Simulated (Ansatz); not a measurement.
**HBr with CH₄O: superposition error and deformation, part 1 of 3**

Aim: split the binding of a pair into the counterpoise interaction, the basis-set superposition error and the cost of deforming the fragments.

Method: PBE0-D4 structures, single points in def2-TZVPPD; program: Ansatz 0.2.0, Gaussian basis.

Levels: PBE-D4, revPBE-D4, BLYP-D4, r2SCAN-D4, B97M-V, PBE0-D4, B3LYP-D4, HSE06-D4, wB97X-V, wB97M-V, B2PLYP, Hartree-Fock, MP2, CCSD, CCSD(T).

Cores are frozen in the correlated methods. Filled d shells of the heavier atoms are correlated. B3LYP uses VWN-RPA correlation. B2PLYP carries no dispersion term here.

129 further runs of the same task are left out: 129 set aside as unsound or not needed. Runs told in other sessions of the task aren't counted.

### 1 Starting geometry

The relaxed pair: 8 atoms, charge 0, spin multiplicity 1.

Atoms are counted from 1 here; the program's logs count them from 0.

Bond lengths: Br1–H2 1.460 Å, C3–O4 1.420 Å, C3–H5 1.089 Å, C3–H6 1.094 Å, C3–H7 1.094 Å, O4–H8 0.961 Å. Angles: O4–C3–H5 106.8°, O4–C3–H6 111.1°, O4–C3–H7 111.8°, H5–C3–H6 108.8°, H5–C3–H7 108.7°, H6–C3–H7 109.6°, C3–O4–H8 109.2°.

As a file:

```mol
CH5BrO
  3D, bonds by distance, orders not assigned

  8  6  0  0  0  0  0  0  0  0999 V2000
    0.2101    0.2283   -2.9374 Br  0  0
   -0.2811   -0.0878   -1.5996 H   0  0
    0.3508   -0.0519    0.8967 C   0  0
   -0.7479   -0.3475    0.0465 O   0  0
    1.1602   -0.7209    0.6082 H   0  0
    0.0980   -0.2364    1.9445 H   0  0
    0.6904    0.9813    0.7773 H   0  0
   -1.4807    0.2350    0.2637 H   0  0
  1  2  8  0
  3  4  8  0
  3  5  8  0
  3  6  8  0
  3  7  8  0
  4  8  8  0
M  END
```

Atoms 1 to 2 are fragment A (HBr), the rest fragment B (CH₄O). From earlier runs, pair energy (eV) and counterpoise interaction (kcal/mol):

```
      method       E(pair)  interaction
      PBE-D4  -73199.09458        -7.34
   revPBE-D4  -73206.67730        -6.30
     BLYP-D4  -73213.18620        -6.26
   r2SCAN-D4  -73211.16769        -7.21
      B97M-V  -73200.04348        -5.91
     PBE0-D4  -73201.70812        -6.98
    B3LYP-D4  -73214.51029        -6.35
    HSE06-D4  -73201.65416        -6.98
     wB97X-V  -73205.84788        -5.91
     wB97M-V  -73207.82995        -5.82
      B2PLYP  -73200.49537        -5.30
Hartree-Fock  -73146.93400        -1.94
         MP2  -73166.72944        -6.07
     CCSD(T)  -73168.11828        -4.96
```

First each fragment is run alone in its own basis, frozen in the shape it has in the pair (a, b).

### 2 PBE-D4/def2-TZVPPD

Contents of a/in.yaml:

```yaml
crystal:
  periodic: [false, false, false]
  atoms:
    - {symbol: Br, position_ang: [0.210141, 0.228275, -2.937374]}
    - {symbol: H, position_ang: [-0.281086, -0.087766, -1.599568]}
basis:
  gaussian: {orbitals: "def2-TZVPPD.json"}
hamiltonian: {xc: pbe, dispersion: d4}
```

Contents of b/in.yaml:

```yaml
crystal:
  periodic: [false, false, false]
  atoms:
    - {symbol: C, position_ang: [0.350759, -0.051929, 0.896738]}
    - {symbol: O, position_ang: [-0.747862, -0.347519, 0.046453]}
    - {symbol: H, position_ang: [1.160152, -0.720910, 0.608170]}
    - {symbol: H, position_ang: [0.098034, -0.236366, 1.944533]}
    - {symbol: H, position_ang: [0.690357, 0.981309, 0.777348]}
    - {symbol: H, position_ang: [-1.480695, 0.235006, 0.263700]}
basis:
  gaussian: {orbitals: "def2-TZVPPD.json"}
hamiltonian: {xc: pbe, dispersion: d4}
```

The basis file named in the input lies beside it (Basis Set Exchange, JSON).

The same command starts each run, in its folder.

Run with:

```sh
$ ansatz run in.yaml --threads 4 --pin off --events-out ev --progress --plain --max-ram 9574MiB
```

a printed, cut to the lines that bear on the results:

```text
Functional definition: PBE
  name "PBE"
  cite "Perdew, Burke & Ernzerhof, Phys. Rev. Lett. 77, 3865 (1996) doi:10.1103/PhysRevLett.77.3865"
  parent pbe
[...]
479 factors; their error is unknown
[...]
mean field -70052.15551599 eV, -2574.3692321564 hartree, gradient 1.9e-5 eV, S^2 0.000000; 0 other end points of the search recorded, 0 dependent functions left out
reference -70052.15555961 eV, -2574.3692337592 hartree; 18, 18 occupied and 56, 56 virtual orbitals, 479 factors
Total energy: -70052.16235968 eV, -2574.3694836572 hartree
```

b printed, cut to the lines that bear on the results:

```text
[... 4 set-up lines as earlier in the session ...]
[...]
594 factors; their error is unknown
[...]
mean field -3146.56593875 eV, -115.6341654301 hartree, gradient 3.2e-5 eV, S^2 0.000000; 0 other end points of the search recorded, 0 dependent functions left out
reference -3146.56597978 eV, -115.6341669379 hartree; 9, 9 occupied and 136, 136 virtual orbitals, 594 factors
Total energy: -3146.60747824 eV, -115.6356919781 hartree
```

They took 0.3 s (a), 0.55 s (b) on 4 threads of Arm Neoverse V1, shared host.

### 3 r2SCAN-D4/def2-TZVPPD

The same edit goes into each in.yaml of step 2 (a, b):

```diff
-hamiltonian: {xc: pbe, dispersion: d4}
+hamiltonian: {xc: r2scan, dispersion: d4}
```

Each run has its own folder and the same command.

Run with:

```sh
$ ansatz run in.yaml --threads 4 --pin off --events-out ev --progress --plain --max-ram 9574MiB
```

a printed, cut to the lines that bear on the results:

```text
Functional definition: r2SCAN
  name "r2SCAN"
  cite "Furness, Kaplan, Ning, Perdew & Sun, J. Phys. Chem. Lett. 11, 8208 (2020) doi:10.1021/acs.jpclett.0c02405"
  cite "Furness, Kaplan, Ning, Perdew & Sun, J. Phys. Chem. Lett. 11, 9248 (2020) doi:10.1021/acs.jpclett.0c03077"
  parent r2scan
[...]
479 factors; their error is unknown
[...]
mean field -70062.28207012 eV, -2574.7413761564 hartree, gradient 1.7e-5 eV, S^2 0.000000; 0 other end points of the search recorded, 0 dependent functions left out
reference -70062.28208163 eV, -2574.7413765796 hartree; 18, 18 occupied and 56, 56 virtual orbitals, 479 factors
Total energy: -70062.28354441 eV, -2574.7414303358 hartree
```

Log of b, cut to the lines that bear on the results:

```text
[... 5 set-up lines as earlier in the session ...]
[...]
594 factors; their error is unknown
[...]
mean field -3148.55587941 eV, -115.7072944005 hartree, gradient 5.3e-5 eV, S^2 0.000000; 0 other end points of the search recorded, 0 dependent functions left out
reference -3148.55589217 eV, -115.7072948693 hartree; 9, 9 occupied and 136, 136 virtual orbitals, 594 factors
Total energy: -3148.56571615 eV, -115.7076558941 hartree
```

Wall times: 0.65 s (a), 1.1 s (b) on 4 threads of Arm Neoverse V1, shared host.

### 4 PBE0-D4/def2-TZVPPD

The same edit goes into each in.yaml of step 3 (a, b):

```diff
-hamiltonian: {xc: r2scan, dispersion: d4}
+hamiltonian: {xc: pbe0, dispersion: d4}
+output: {orbitals: {seedname: orbitals}}
```

One command serves all of them, each in its own folder.

Run with:

```sh
$ ansatz run in.yaml --threads 4 --pin off --events-out ev --progress --plain --max-ram 9574MiB
```

Log of a, cut to the lines that bear on the results:

```text
Functional definition: PBE0
  name "PBE0"
  cite "Adamo & Barone, J. Chem. Phys. 110, 6158 (1999) doi:10.1063/1.478522"
[... 2 set-up lines as earlier in the session ...]
[...]
531 factors; their error is unknown
[...]
mean field -70054.59687179 eV, -2574.4589503271 hartree, gradient 7.7e-5 eV, S^2 0.000000; 0 other end points of the search recorded, 0 dependent functions left out
reference -70054.59690061 eV, -2574.4589513861 hartree; 18, 18 occupied and 56, 56 virtual orbitals, 531 factors
Total energy: -70054.60243281 eV, -2574.4591546907 hartree
```

Output in b, cut to the lines that bear on the results:

```text
[... 5 set-up lines as earlier in the session ...]
[...]
594 factors; their error is unknown
[...]
mean field -3146.76326371 eV, -115.6414169886 hartree, gradient 2.6e-5 eV, S^2 0.000000; 0 other end points of the search recorded, 0 dependent functions left out
reference -3146.76329370 eV, -115.6414180906 hartree; 9, 9 occupied and 136, 136 virtual orbitals, 594 factors
Total energy: -3146.79683522 eV, -115.6426507187 hartree
```

Wall times: 0.35 s (a), 0.6 s (b) on 4 threads of Arm Neoverse V1, shared host.

### 5 B3LYP-D4/def2-TZVPPD

The same edit goes into each in.yaml of step 4 (a, b):

```diff
-hamiltonian: {xc: pbe0, dispersion: d4}
-output: {orbitals: {seedname: orbitals}}
+hamiltonian: {xc: {name: B3LYP}, dispersion: d4}
```

One command serves all of them, each in its own folder.

Run with:

```sh
$ ansatz run in.yaml --threads 4 --pin off --events-out ev --progress --plain --max-ram 9574MiB
```

a printed, cut to the lines that bear on the results:

```text
Functional definition: B3LYP
  name "B3LYP"
  cite "Stephens, Devlin, Chabalowski & Frisch, J. Phys. Chem. 98, 11623 (1994) doi:10.1021/j100096a001"
  cite "Becke, Phys. Rev. A 38, 3098 (1988) doi:10.1103/PhysRevA.38.3098"
  cite "Lee, Yang & Parr, Phys. Rev. B 37, 785 (1988) doi:10.1103/PhysRevB.37.785"
  cite "Vosko, Wilk & Nusair, Can. J. Phys. 58, 1200 (1980) doi:10.1139/p80-159"
[...]
515 factors; their error is unknown
[...]
mean field -70063.60483189 eV, -2574.7899867548 hartree, gradient 6.0e-6 eV, S^2 0.000000; 0 other end points of the search recorded, 0 dependent functions left out
reference -70063.60502130 eV, -2574.7899937156 hartree; 18, 18 occupied and 56, 56 virtual orbitals, 515 factors
Total energy: -70063.61617984 eV, -2574.7904037845 hartree
```

b printed, cut to the lines that bear on the results:

```text
[... 6 set-up lines as earlier in the session ...]
[...]
594 factors; their error is unknown
[...]
mean field -3150.54618540 eV, -115.7804367967 hartree, gradient 2.7e-5 eV, S^2 0.000000; 0 other end points of the search recorded, 0 dependent functions left out
reference -3150.54640671 eV, -115.7804449296 hartree; 9, 9 occupied and 136, 136 virtual orbitals, 594 factors
Total energy: -3150.61271651 eV, -115.7828817697 hartree
```

Times: 0.35 s (a), 0.7 s (b) on 4 threads of Arm Neoverse V1, shared host.

### 6 wB97X-V/def2-TZVPPD

The same edit goes into each in.yaml of step 5 (a, b):

```diff
-hamiltonian: {xc: {name: B3LYP}, dispersion: d4}
+hamiltonian: {xc: {name: wB97X-V}}
```

The same command starts each run, in its folder.

Run with:

```sh
$ ansatz run in.yaml --threads 4 --pin off --events-out ev --progress --plain --max-ram 9574MiB
```

Log of a, cut to the lines that bear on the results:

```text
Functional definition: wB97X-V
  name "wB97X-V"
  cite "Mardirossian & Head-Gordon, Phys. Chem. Chem. Phys. 16, 9904 (2014) doi:10.1039/C3CP54374A"
  cite "Becke, J. Chem. Phys. 107, 8554 (1997) doi:10.1063/1.475007"
  cite "Vydrov & Van Voorhis, J. Chem. Phys. 133, 244103 (2010) doi:10.1063/1.3521275"
[...]
      + integral(e_c_pw_opposite_spin*poly(b97_u_opposite, cos0, cos1)) + vv10(b, c)
515 factors; their error is unknown
102 factors; integrals over basis functions are off by at most 6.0e-5 eV
[...]
mean field -70056.29534544 eV, -2574.5213680823 hartree, gradient 1.8e-5 eV, S^2 0.000000; 0 other end points of the search recorded, 0 dependent functions left out
reference -70056.29534363 eV, -2574.5213680160 hartree; 18, 18 occupied and 56, 56 virtual orbitals, 515 factors
Total energy: -70056.29534363 eV, -2574.5213680160 hartree
```

Log of b, cut to the lines that bear on the results:

```text
[... 5 set-up lines as earlier in the session ...]
[...]
      + integral(e_c_pw_opposite_spin*poly(b97_u_opposite, cos0, cos1)) + vv10(b, c)
594 factors; their error is unknown
203 factors; integrals over basis functions are off by at most 2.7e-5 eV
[...]
mean field -3149.29009379 eV, -115.7342762814 hartree, gradient 3.3e-5 eV, S^2 0.000000; 0 other end points of the search recorded, 0 dependent functions left out
reference -3149.29009190 eV, -115.7342762117 hartree; 9, 9 occupied and 136, 136 virtual orbitals, 594 factors
Total energy: -3149.29009190 eV, -115.7342762117 hartree
```

Times: 0.8 s (a), 1.8 s (b) on 4 threads of Arm Neoverse V1, shared host.

### 7 wB97M-V/def2-TZVPPD

Each input of step 6 (a, b) changes in the same lines:

```diff
-hamiltonian: {xc: {name: wB97X-V}}
+hamiltonian: {xc: {name: wB97M-V}}
```

The same command starts each run, in its folder.

Run with:

```sh
$ ansatz run in.yaml --threads 4 --pin off --events-out ev --progress --plain --max-ram 9574MiB
```

Output in a, cut to the lines that bear on the results:

```text
Functional definition: wB97M-V
  name "wB97M-V"
  cite "Mardirossian & Head-Gordon, J. Chem. Phys. 144, 214110 (2016) doi:10.1063/1.4952647"
[... 2 set-up lines as earlier in the session ...]
  # Of w^i u^j: cxij and so on, Table III.
[...]
  gx(w, u) = 1 - cx + cx01*u + cx10*w
[...]
      + integral(e_c_pw_mod_opposite_spin*gos(b97_w_opposite, b97_u_opposite)) + vv10(b, c)
508 factors; their error is unknown
102 factors; integrals over basis functions are off by at most 6.0e-5 eV
[...]
mean field -70058.67831116 eV, -2574.6089404574 hartree, gradient 1.7e-5 eV, S^2 0.000000; 0 other end points of the search recorded, 0 dependent functions left out
reference -70058.67836106 eV, -2574.6089422911 hartree; 18, 18 occupied and 56, 56 virtual orbitals, 508 factors
Total energy: -70058.67836106 eV, -2574.6089422911 hartree
```

Output in b, cut to the lines that bear on the results:

```text
[... 5 set-up lines as earlier in the session ...]
  # Of w^i u^j: cxij and so on, Table III.
[...]
  gx(w, u) = 1 - cx + cx01*u + cx10*w
[...]
      + integral(e_c_pw_mod_opposite_spin*gos(b97_w_opposite, b97_u_opposite)) + vv10(b, c)
594 factors; their error is unknown
203 factors; integrals over basis functions are off by at most 2.7e-5 eV
[...]
mean field -3148.89340005 eV, -115.7196980553 hartree, gradient 7.9e-6 eV, S^2 0.000000; 0 other end points of the search recorded, 0 dependent functions left out
reference -3148.89344781 eV, -115.7196998105 hartree; 9, 9 occupied and 136, 136 virtual orbitals, 594 factors
Total energy: -3148.89344781 eV, -115.7196998105 hartree
```

Wall times: 0.9 s (a), 2 s (b) on 4 threads of Arm Neoverse V1, shared host.

### 8 B2PLYP/def2-TZVPPD

The same edit goes into each in.yaml of step 7 (a, b):

```diff
-hamiltonian: {xc: {name: wB97M-V}}
+hamiltonian: {xc: {name: B2PLYP}}
```

Each run has its own folder and the same command.

Run with:

```sh
$ ansatz run in.yaml --threads 4 --pin off --events-out ev --progress --plain --max-ram 9574MiB
```

Output in a, cut to the lines that bear on the results:

```text
Functional definition: B2PLYP
  name "B2PLYP"
  cite "Grimme, J. Chem. Phys. 124, 034108 (2006) doi:10.1063/1.2148954"
[... 2 set-up lines as earlier in the session ...]
[...]
449 factors; integrals over basis functions are off by at most 9.4e-4 eV
[...]
mean field -70049.77852813 eV, -2574.2818794637 hartree, gradient 2.1e-6 eV, S^2 0.000000; 0 other end points of the search recorded, 0 dependent functions left out
9 core orbitals not correlated: weight in the atoms' cores, before any rotation towards them, 1.000 or more for the frozen orbitals, at most 0.000 for the correlated occupied ones
reference -70049.77864388 eV, -2574.2818837173 hartree; 9, 9 occupied and 56, 56 virtual orbitals, 449 factors
second order -9.31042239 eV of doubles, -0.00000000 eV of singles
Total energy: -70052.29245793 eV, -2574.3742646796 hartree
```

b printed, cut to the lines that bear on the results:

```text
[... 5 set-up lines as earlier in the session ...]
[...]
829 factors; integrals over basis functions are off by at most 9.8e-4 eV
[...]
mean field -3144.17413719 eV, -115.5462683441 hartree, gradient 3.6e-6 eV, S^2 0.000000; 0 other end points of the search recorded, 0 dependent functions left out
2 core orbitals not correlated: weight in the atoms' cores, before any rotation towards them, 1.000 or more for the frozen orbitals, at most 0.000 for the correlated occupied ones
reference -3144.17427166 eV, -115.5462732858 hartree; 7, 7 occupied and 136, 136 virtual orbitals, 829 factors
second order -13.99933157 eV of doubles, -0.00000000 eV of singles
Total energy: -3147.95409119 eV, -115.6851790912 hartree
```

They took 0.5 s (a), 1.6 s (b) on 4 threads of Arm Neoverse V1, shared host.

### 9 BLYP-D4/def2-TZVPPD

The same edit goes into each in.yaml of step 8 (a, b):

```diff
-hamiltonian: {xc: {name: B2PLYP}}
+hamiltonian: {xc: {name: BLYP}, dispersion: d4}
```

Each run has its own folder and the same command.

Run with:

```sh
$ ansatz run in.yaml --threads 4 --pin off --events-out ev --progress --plain --max-ram 9574MiB
```

Log of a, cut to the lines that bear on the results:

```text
Functional definition: BLYP
  name "BLYP"
[... 2 set-up lines as earlier in the session ...]
[...]
479 factors; their error is unknown
[...]
mean field -70063.42032673 eV, -2574.7832063152 hartree, gradient 6.0e-5 eV, S^2 0.000000; 0 other end points of the search recorded, 0 dependent functions left out
reference -70063.42058724 eV, -2574.7832158889 hartree; 18, 18 occupied and 56, 56 virtual orbitals, 479 factors
Total energy: -70063.43659391 eV, -2574.7838041231 hartree
```

Log of b, cut to the lines that bear on the results:

```text
[... 4 set-up lines as earlier in the session ...]
[...]
594 factors; their error is unknown
[...]
mean field -3149.37302784 eV, -115.7373240514 hartree, gradient 2.7e-5 eV, S^2 0.000000; 0 other end points of the search recorded, 0 dependent functions left out
reference -3149.37332656 eV, -115.7373350291 hartree; 9, 9 occupied and 136, 136 virtual orbitals, 594 factors
Total energy: -3149.47205372 eV, -115.7409631854 hartree
```

Times: 0.35 s (a), 0.75 s (b) on 4 threads of Arm Neoverse V1, shared host.

### 10 revPBE-D4/def2-TZVPPD

Each input of step 9 (a, b) changes in the same lines:

```diff
-hamiltonian: {xc: {name: BLYP}, dispersion: d4}
+hamiltonian: {xc: {name: revPBE}, dispersion: d4}
```

The same command starts each run, in its folder.

Run with:

```sh
$ ansatz run in.yaml --threads 4 --pin off --events-out ev --progress --plain --max-ram 9574MiB
```

Log of a, cut to the lines that bear on the results:

```text
Functional definition: revPBE
  name "revPBE"
  cite "Zhang & Yang, Phys. Rev. Lett. 80, 890 (1998) doi:10.1103/PhysRevLett.80.890"
[... 1 set-up line as earlier in the session ...]
[...]
479 factors; their error is unknown
[...]
mean field -70056.78934989 eV, -2574.5395224112 hartree, gradient 3.9e-5 eV, S^2 0.000000; 0 other end points of the search recorded, 0 dependent functions left out
reference -70056.78940710 eV, -2574.5395245135 hartree; 18, 18 occupied and 56, 56 virtual orbitals, 479 factors
Total energy: -70056.81459377 eV, -2574.5404501065 hartree
```

b printed, cut to the lines that bear on the results:

```text
[... 4 set-up lines as earlier in the session ...]
[...]
594 factors; their error is unknown
[...]
mean field -3149.40298219 eV, -115.7384248534 hartree, gradient 3.9e-5 eV, S^2 0.000000; 0 other end points of the search recorded, 0 dependent functions left out
reference -3149.40303343 eV, -115.7384267364 hartree; 9, 9 occupied and 136, 136 virtual orbitals, 594 factors
Total energy: -3149.58298440 eV, -115.7450398127 hartree
```

They took 0.3 s (a), 0.6 s (b) on 4 threads of Arm Neoverse V1, shared host.

### 11 B97M-V/def2-TZVPPD

The same edit goes into each in.yaml of step 10 (a, b):

```diff
-hamiltonian: {xc: {name: revPBE}, dispersion: d4}
+hamiltonian: {xc: {name: B97M-V}}
```

One command serves all of them, each in its own folder.

Run with:

```sh
$ ansatz run in.yaml --threads 4 --pin off --events-out ev --progress --plain --max-ram 9574MiB
```

a printed, cut to the lines that bear on the results:

```text
Functional definition: B97M-V
  name "B97M-V"
  cite "Mardirossian & Head-Gordon, J. Chem. Phys. 142, 074111 (2015) doi:10.1063/1.4907719"
[... 2 set-up lines as earlier in the session ...]
  # Of w^i u^j: cxij and so on, Table III.
[...]
  gx(w, u) = cx00 + cx01*u + cx02*u^2 + (cx10 + cx11*u)*w
[...]
  gos(w, u) = cos00 + cos01*u + cos03*u^3 + cos10*w + cos32*w^3*u^2
[...]
      + integral(e_c_pw_mod_opposite_spin*gos(b97_w_opposite, b97_u_opposite)) + vv10(b, c)
479 factors; their error is unknown
[...]
mean field -70050.13434525 eV, -2574.2949555016 hartree, gradient 3.1e-5 eV, S^2 0.000000; 0 other end points of the search recorded, 0 dependent functions left out
reference -70050.13440936 eV, -2574.2949578575 hartree; 18, 18 occupied and 56, 56 virtual orbitals, 479 factors
Total energy: -70050.13440936 eV, -2574.2949578575 hartree
```

Log of b, cut to the lines that bear on the results:

```text
[... 5 set-up lines as earlier in the session ...]
  # Of w^i u^j: cxij and so on, Table III.
[...]
  gx(w, u) = cx00 + cx01*u + cx02*u^2 + (cx10 + cx11*u)*w
[...]
  gos(w, u) = cos00 + cos01*u + cos03*u^3 + cos10*w + cos32*w^3*u^2
[...]
      + integral(e_c_pw_mod_opposite_spin*gos(b97_w_opposite, b97_u_opposite)) + vv10(b, c)
594 factors; their error is unknown
[...]
mean field -3149.64447213 eV, -115.7472994450 hartree, gradient 6.1e-5 eV, S^2 0.000000; 0 other end points of the search recorded, 0 dependent functions left out
reference -3149.64452867 eV, -115.7473015229 hartree; 9, 9 occupied and 136, 136 virtual orbitals, 594 factors
Total energy: -3149.64452867 eV, -115.7473015229 hartree
```

Times: 0.9 s (a), 2.3 s (b) on 4 threads of Arm Neoverse V1, shared host.

### 12 HSE06-D4/def2-TZVPPD

Each input of step 11 (a, b) changes in the same lines:

```diff
-hamiltonian: {xc: {name: B97M-V}}
+hamiltonian: {xc: hse06, dispersion: d4}
```

Each run has its own folder and the same command.

Run with:

```sh
$ ansatz run in.yaml --threads 4 --pin off --events-out ev --progress --plain --max-ram 9574MiB
```

Output in a, cut to the lines that bear on the results:

```text
Functional definition: HSE06
  name "HSE06"
  cite "Heyd, Scuseria & Ernzerhof, J. Chem. Phys. 118, 8207 (2003) doi:10.1063/1.1564060"
  cite "Krukau, Vydrov, Izmaylov & Scuseria, J. Chem. Phys. 125, 224106 (2006) doi:10.1063/1.2404663"
  cite "Heyd & Scuseria, J. Chem. Phys. 120, 7274 (2004) doi:10.1063/1.1668634"
  cite "Ernzerhof & Perdew, J. Chem. Phys. 109, 3313 (1998) doi:10.1063/1.476928"
[...]
531 factors; their error is unknown
36 factors; integrals over basis functions are off by at most 9.8e-5 eV
[...]
mean field -70054.71151185 eV, -2574.4631632714 hartree, gradient 1.6e-5 eV, S^2 0.000000; 0 other end points of the search recorded, 0 dependent functions left out
reference -70054.71154985 eV, -2574.4631646680 hartree; 18, 18 occupied and 56, 56 virtual orbitals, 531 factors
Total energy: -70054.71663618 eV, -2574.4633515872 hartree
```

Log of b, cut to the lines that bear on the results:

```text
[... 6 set-up lines as earlier in the session ...]
[...]
594 factors; their error is unknown
68 factors; integrals over basis functions are off by at most 4.7e-6 eV
[...]
mean field -3146.59825250 eV, -115.6353529384 hartree, gradient 2.7e-5 eV, S^2 0.000000; 0 other end points of the search recorded, 0 dependent functions left out
reference -3146.59829218 eV, -115.6353543966 hartree; 9, 9 occupied and 136, 136 virtual orbitals, 594 factors
Total energy: -3146.62866563 eV, -115.6364706005 hartree
```

Times: 0.45 s (a), 1.1 s (b) on 4 threads of Arm Neoverse V1, shared host.

(Continued in part 2 of 3.)
